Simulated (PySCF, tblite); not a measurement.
# C3H7F3GeSi: geometry, infrared bands and NMR shifts

What infrared bands and NMR shifts should C3H7F3GeSi (`FC(F)=C(F)[SiH2][CH2][GeH3]`) show?

Computed with tblite 0.8.0 and PySCF 2.14.0, with density-fitted response routines of our own, on a single molecule in the gas phase. Atoms are numbered from 0 throughout.

### Step 1. Starting geometry

15 atoms, charge 0, multiplicity 1; geometry from: force field or distance geometry start.

Bonds of the start (Å): F0–C1 1.38, C1–F2 1.35, C1–C3 1.34, C3–F4 1.33, C3–Si5 1.85, Si5–C6 1.87, C6–Ge7 1.95, Si5–H8 1.48, Si5–H9 1.44, C6–H10 1.13, C6–H11 1.13, Ge7–H12 1.55, Ge7–H13 1.56, Ge7–H14 1.56.

### Step 2. Relaxing the molecule with GFN2-xTB

What the job is given:

```
{"job": {"kind": "relax", "xc": "GFN2-xTB", "basis": "xTB"}, "charge": 0, "multiplicity": 1}
F     -1.738100    -0.757200     1.456600
C     -2.547500    -0.634800     0.350100
F     -3.759300    -1.221100     0.281700
C     -2.062000     0.087900    -0.666400
F     -2.752000     0.267600    -1.791600
Si    -0.390000     0.876500    -0.562100
C      0.784500    -0.557700    -0.292800
Ge     2.624700     0.083200    -0.227400
H     -0.424600     1.753300     0.626500
H     -0.031000     1.622300    -1.744300
H      0.622600    -1.350700    -1.079000
H      0.480000    -0.988300     0.702500
H      3.367100    -0.794400     0.815400
H      3.291100     0.050500    -1.635400
H      2.530200     1.571200     0.238800
```

Started as:

```console
$ OMP_NUM_THREADS=1 python probes_run.py task.json out
```

The driver reads the jobs from task.json and runs them one after another.

The program printed:

```text
step      E/eV     max force
  0    -755.73301    1.925
  1    -755.89803    1.433
  2    -756.03134    1.318
  3    -756.10488    0.862
  4    -756.15322    0.274
  5    -756.16002    0.242
  6    -756.17413    0.309
  7    -756.18176    0.252
  8    -756.19100    0.215
  9    -756.19803    0.227
 10    -756.20507    0.280
 11    -756.21098    0.330
 12    -756.21622    0.262
 13    -756.22041    0.169
 14    -756.22365    0.141
 15    -756.22602    0.114
 16    -756.22788    0.124
 17    -756.22984    0.126
 18    -756.23228    0.140
 19    -756.23509    0.150
 20    -756.23770    0.123
 21    -756.23977    0.098
 22    -756.24137    0.105
 23    -756.24274    0.115
 24    -756.24388    0.111
 25    -756.24475    0.071
 26    -756.24553    0.072
 27    -756.24642    0.087
 28    -756.24742    0.118
 29    -756.24829    0.092
 30    -756.24888    0.055
 31    -756.24933    0.059
 32    -756.24983    0.075
 33    -756.25043    0.083
 34    -756.25097    0.065
 35    -756.25128    0.037
 36    -756.25143    0.032
 37    -756.25159    0.038
 38    -756.25190    0.073
 39    -756.25242    0.107
 40    -756.25311    0.109
 41    -756.25376    0.062
 42    -756.25429    0.058
 43    -756.25491    0.072
 44    -756.25587    0.134
 45    -756.25724    0.162
 46    -756.25860    0.121
 47    -756.25969    0.081
 48    -756.26060    0.075
 49    -756.26175    0.130
 50    -756.26344    0.162
 51    -756.26525    0.118
 52    -756.26653    0.118
 53    -756.26749    0.119
 54    -756.26818    0.156
 55    -756.26976    0.136
 56    -756.27141    0.074
 57    -756.27228    0.056
 58    -756.27258    0.051
 59    -756.27296    0.045
 60    -756.27359    0.049
 61    -756.27405    0.048
 62    -756.27427    0.044
 63    -756.27440    0.041
 64    -756.27458    0.031
 65    -756.27474    0.025
 66    -756.27485    0.024
 67    -756.27493    0.024
 68    -756.27503    0.028
 69    -756.27519    0.030
 70    -756.27539    0.025
 71    -756.27552    0.016
 72    -756.27558    0.016
 73    -756.27563    0.018
 74    -756.27571    0.019
 75    -756.27582    0.022
 76    -756.27594    0.022
 77    -756.27603    0.020
 78    -756.27609    0.019
 79    -756.27614    0.020
 80    -756.27621    0.019
 81    -756.27630    0.026
 82    -756.27643    0.040
 83    -756.27658    0.042
 84    -756.27671    0.025
 85    -756.27680    0.026
 86    -756.27686    0.025
 87    -756.27695    0.033
 88    -756.27708    0.042
 89    -756.27723    0.032
 90    -756.27732    0.015
 91    -756.27734    0.009
```

It took 0.7 s on 1 thread of Arm Neoverse V1, shared host.

Along the way: (not every step is listed)

```
step  energy from step 0 (eV)  largest force (eV/Å)
   0                   0.0000                1.9251
   1                  -0.1650                1.4329
   2                  -0.2983                1.3180
   3                  -0.3719                0.8621
   4                  -0.4202                0.2739
   5                  -0.4270                0.2417
   6                  -0.4411                0.3091
   7                  -0.4488                0.2515
   8                  -0.4580                0.2147
  15                  -0.4930                0.1135
  22                  -0.5084                0.1046
  29                  -0.5153                0.0922
  36                  -0.5184                0.0316
  43                  -0.5219                0.0715
  50                  -0.5304                0.1619
  57                  -0.5393                0.0557
  64                  -0.5416                0.0312
  71                  -0.5425                0.0163
  78                  -0.5431                0.0187
  85                  -0.5438                0.0256
  86                  -0.5439                0.0250
  87                  -0.5439                0.0326
  88                  -0.5441                0.0419
  89                  -0.5442                0.0320
  90                  -0.5443                0.0149
  91                  -0.5443                0.0086
```

Distances of close pairs at the start and the end, largest changes first:

```csv
bond,before (Å),after (Å),change (Å)
Ge7–H14,1.562,1.493,-0.070
Ge7–H13,1.558,1.493,-0.065
Ge7–H12,1.552,1.497,-0.055
C3–Si5,1.852,1.906,+0.054
F0–C1,1.376,1.332,-0.044
C6–H10,1.128,1.090,-0.038
C6–H11,1.126,1.089,-0.037
C1–F2,1.348,1.327,-0.021
```

The end geometry stands in the next job.

### Step 3. Infrared spectrum with GFN2-xTB

What the job is given:

```
{"job": {"kind": "ir", "xc": "GFN2-xTB", "basis": "xTB"}, "charge": 0, "multiplicity": 1}
F     -2.045352    -0.881168     1.423171
C     -2.692054    -0.611877     0.289724
F     -3.908853    -1.140745     0.324010
C     -2.128171     0.085732    -0.680523
F     -2.852768     0.318680    -1.794989
Si    -0.371158     0.822004    -0.633940
C      0.843815    -0.537518    -0.127621
Ge     2.697954     0.118947    -0.175154
H     -0.385892     1.921887     0.335593
H     -0.152644     1.294290    -2.001517
H      0.755014    -1.396912    -0.792307
H      0.619821    -0.889613     0.878682
H      3.667949    -0.948007     0.227720
H      3.069797     0.574053    -1.548087
H      2.878126     1.278237     0.747670
```

The program printed:

```text
mode    cm-1     km/mol
  1      -8.7      0.05
  2      34.0      1.62
  3      60.4      1.79
  4     111.4      1.84
  5     114.5      0.60
  6     133.3      0.46
  7     160.0      3.80
  8     246.8      5.64
  9     338.7      8.30
 10     399.9     38.87
 11     431.0     35.76
 12     451.1     11.71
 13     464.0      0.17
 14     484.1     44.88
 15     487.6     19.60
 16     589.7     35.30
 17     606.6     66.19
 18     629.5      4.64
 19     708.7    248.93
 20     714.2    235.44
 21     749.1    157.84
 22     762.1    478.79
 23     807.8    171.40
 24     860.8     84.14
 25     863.3    106.37
 26     992.2      0.48
 27    1004.6     88.15
 28    1099.9    121.23
 29    1161.0    183.17
 30    1177.4    203.08
 31    1415.9      0.95
 32    1738.4    267.50
 33    1989.1    161.74
 34    2070.7    428.84
 35    2089.7    407.16
 36    2243.5    279.28
 37    2274.9    242.49
 38    2967.7     20.54
 39    2979.2     10.13
```

Wall time 0.6 s (1 thread of Arm Neoverse V1, shared host).

Which atoms move in the most intense modes:

```
cm⁻¹  km/mol                                  atoms
 709   248.9   H9 35 %, C6 18 %, H11 14 %, H10 10 %
 714   235.4    H8 38 %, C6 17 %, H10 12 %, H9 11 %
 762   478.8  C6 24 %, H14 17 %, H13 16 %, Si5 14 %
1738   267.5                       C1 56 %, C3 42 %
2071   428.8           H12 46 %, H13 34 %, H14 18 %
2090   407.2                     H14 57 %, H13 40 %
2244   279.3                                H8 97 %
2275   242.5                                H9 97 %
```

### Step 4. NMR shieldings: PBE0/pcSseg-1

Settings changed since step 3:

```diff
@@ -1,2 +1,2 @@
-{"job": {"kind": "ir", "xc": "GFN2-xTB", "basis": "xTB"}, "charge": 0, "multiplicity": 1}
+{"job": {"kind": "nmr", "xc": "PBE0", "basis": "pcSseg-1"}, "charge": 0, "multiplicity": 1}
 F     -2.045352    -0.881168     1.423171
```

With the program's defaults for keys left out, this is: GIAO PBE0/pcSseg-1 NMR shielding, non-relativistic, gas phase.

The program printed:

```text
coarse grid: 62576 points
cycle   1  E = -2783.2938013169  dE =  2.527e-01  |g| = 1.118e+00  |ddm| = 3.610e+00
cycle   2  E = -2783.1531265189  dE =  1.407e-01  |g| = 1.407e+00  |ddm| = 1.358e+00
cycle   3  E = -2783.4240195450  dE = -2.709e-01  |g| = 2.009e-01  |ddm| = 9.553e-01
cycle   4  E = -2783.4302682878  dE = -6.249e-03  |g| = 7.527e-02  |ddm| = 1.816e-01
cycle   5  E = -2783.4310281222  dE = -7.598e-04  |g| = 1.569e-02  |ddm| = 6.331e-02
cycle   6  E = -2783.4310738526  dE = -4.573e-05  |g| = 6.017e-03  |ddm| = 1.594e-02
cycle   7  E = -2783.4310802929  dE = -6.440e-06  |g| = 9.462e-04  |ddm| = 5.073e-03
final grid: 131008 points
cycle   8  E = -2783.4309422446  dE =  1.624e-07  |g| = 1.373e-03  |ddm| = 2.577e-03
cycle   9  E = -2783.4309416206  dE =  6.240e-07  |g| = 2.177e-03  |ddm| = 2.860e-03
cycle  10  E = -2783.4309426665  dE = -1.046e-06  |g| = 1.556e-04  |ddm| = 1.688e-03
cycle  11  E = -2783.4309426715  dE = -5.011e-09  |g| = 3.732e-05  |ddm| = 1.576e-04
cycle  12  E = -2783.4309426718  dE = -2.742e-10  |g| = 4.970e-06  |ddm| = 3.583e-05
converged SCF energy = -2783.4309426718

GIAO shielding tensors (ppm)
atom      isotropic    diamagn.    paramagn.     s11        s22        s33       span
  0 F      292.504     477.223    -184.719    249.936    297.177    330.399     80.463
  1 C       13.340     250.023    -236.683    -65.813     50.813     55.022    120.835
  2 F      253.840     467.937    -214.097    202.699    276.640    282.182     79.483
  3 C       50.499     259.185    -208.687     12.980     54.011     84.504     71.524
  4 F      376.867     466.541     -89.674    284.533    388.481    457.587    173.054
  5 Si     394.208     881.077    -486.869    356.370    393.501    432.753     76.383
  6 C      199.605     257.502     -57.897    195.408    198.363    205.044      9.636
  7 Ge    1568.006    2754.583   -1186.578   1500.202   1513.946   1689.868    189.666
  8 H       26.961      29.818      -2.857     22.848     26.263     31.774      8.927
  9 H       27.199      29.774      -2.575     23.026     26.884     31.687      8.660
 10 H       31.538      32.329      -0.792     25.214     29.733     39.665     14.451
 11 H       31.251      33.505      -2.254     24.247     30.005     39.501     15.254
 12 H       27.911      28.188      -0.277     20.995     22.417     40.321     19.326
 13 H       28.203      28.737      -0.535     21.309     23.501     39.798     18.489
 14 H       28.215      28.864      -0.650     21.335     23.547     39.762     18.427
```

It took 41 s on 1 thread of Arm Neoverse V1, shared host; peak memory 1 GiB.

Shifts follow as δ = σ(reference) − σ, with reference shieldings (ppm) from runs at the same level and on the same kind of geometry: 1H TMS 31.72, 13C TMS 186.9, 29Si TMS 349.2, 19F CFCl3 170.9, 73Ge GeMe4 1331. The references are single molecules in the gas phase, so shifts against H2O, NH3, PH3, H3PO4 or CFCl3 are not on the usual liquid scales and can be off by tens of ppm. Atoms listed in one row are averaged.

| atoms | environment | σ (ppm) | δ (ppm) |
| --- | --- | --- | --- |
| C1 | fully substituted alkene carbon | 13.3 | 173.6 |
| C3 | fully substituted alkene carbon | 50.5 | 136.4 |
| C6 | sp3 CH2 bonded to Ge and Si | 199.6 | -12.7 |
| H8, H9 | hydrogen on a silicon bonded to 2 C | 27.08 | 4.64 |
| H12, H13, H14 | hydrogen on a germanium bonded to C | 28.11 | 3.61 |
| H10, H11 | hydrogen on an sp3 CH2 bonded to Ge and Si | 31.39 | 0.32 |
| F2 | vinylic fluorine | 253.8 | -82.9 |
| F0 | vinylic fluorine | 292.5 | -121.6 |
| F4 | vinylic fluorine | 376.9 | -205.9 |
| Si5 | silicon bonded to 2 C, 2 H | 394.2 | -45.1 |
| Ge7 | germanium bonded to C, 3 H | 1568 | -237 |

The run also stored atomic charges by several schemes (e):

```
atoms  Mulliken    IAO  Hirshfeld  ESP fit
   F0     -0.25  -0.25      -0.06    -0.14
   C1      0.56   0.52       0.15     0.31
   F2     -0.23  -0.23      -0.07    -0.11
   C3     -0.14  -0.09      -0.06    -0.13
   F4     -0.28  -0.26      -0.09    -0.13
  Si5      0.71   0.76       0.33     0.45
   C6     -0.81  -0.79      -0.24    -0.45
  Ge7      0.20   0.49       0.31     0.34
```

Mayer bond orders: F0–C1 0.99, C1–F2 1.03, C1–C3 1.72, C3–F4 0.91, C3–Si5 0.83, Si5–C6 0.91, C6–Ge7 0.95.

### Step 5. What came out

```
                                                              quantity                      value
                             strongest single infrared mode (GFN2-xTB)       762 cm⁻¹, 479 km/mol
                                          zero-point energy (GFN2-xTB)              52.1 kcal/mol
                                13C shifts against TMS (PBE0/pcSseg-1)    173.6, 136.4, -12.7 ppm
1H shifts against TMS (PBE0/pcSseg-1, means over atoms taken as alike)       4.64, 3.61, 0.32 ppm
                              19F shifts against CFCl3 (PBE0/pcSseg-1)  -82.9, -121.6, -205.9 ppm
                               29Si shifts against TMS (PBE0/pcSseg-1)                  -45.1 ppm
                             73Ge shifts against GeMe4 (PBE0/pcSseg-1)                   -237 ppm
```

The optimisation took 91 steps and gained 0.544 eV; among the close pairs (by a distance rule), Ge7–H14 changed most, from 1.562 to 1.493 Å. The lowest mode is slightly imaginary (9i cm⁻¹), a soft motion within the noise of the Hessian, so the minimum is not strictly shown. The strongest single mode, at 762 cm⁻¹, has its largest shares on C6, H14, H13 and Si5 (the list is cut at 4 atoms). Unscaled tight-binding wavenumbers are off by several per cent, some by more. Its intensities can rank the bands wrongly. At PBE0/pcSseg-1: The widest tensor belongs to Ge7: span 190 ppm, with a paramagnetic part of -1187 ppm. Spin-orbit coupling is left out, which matters for shieldings and couplings at and beside the heavy atoms.
